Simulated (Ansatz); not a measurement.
# ClMo: the cost of one run

Method: def2-QZVPP, core rule «outside noble gas», up to 9 orbitals frozen; program: Ansatz 0.2.0, Gaussian basis.

Plan: UHF; ROHF; CCSD(T) on UHF.

**1. What is computed**

The geometry is a PBE0/def2-TZVP stationary point (not a proven minimum). No spin-orbit coupling is included. Elements past krypton take def2 core potentials.

2 atoms, charge 0, spin multiplicity 6.

Atoms are counted from 1 here; the program's logs count them from 0.

Bond lengths: Mo1–Cl2 2.281 Å.

**2. UHF**

File in.yaml:

```yaml
crystal:
  periodic: [false, false, false]
  atoms:
    - {symbol: Mo, position_ang: [0.000000, 0.000000, 0.000000]}
    - {symbol: Cl, position_ang: [0.000000, 0.000000, 2.280600]}
basis:
  gaussian: {orbitals: "def2-QZVPP.json"}
magnetization: {spin_polarized: true, initial_magnetization: 5}
hamiltonian: {xc: hf}
output: {orbitals: {seedname: orbitals}}
```

On the command line:

```bash
ansatz run in.yaml --threads 1 --pin off --events-out ev --progress --plain --max-ram 4096MiB --backend cpu
```

Q: Estimate wall time and peak memory on 1 thread of AMD EPYC 7R13, shared host.

About 7 s, with a peak of 0.31 GiB.
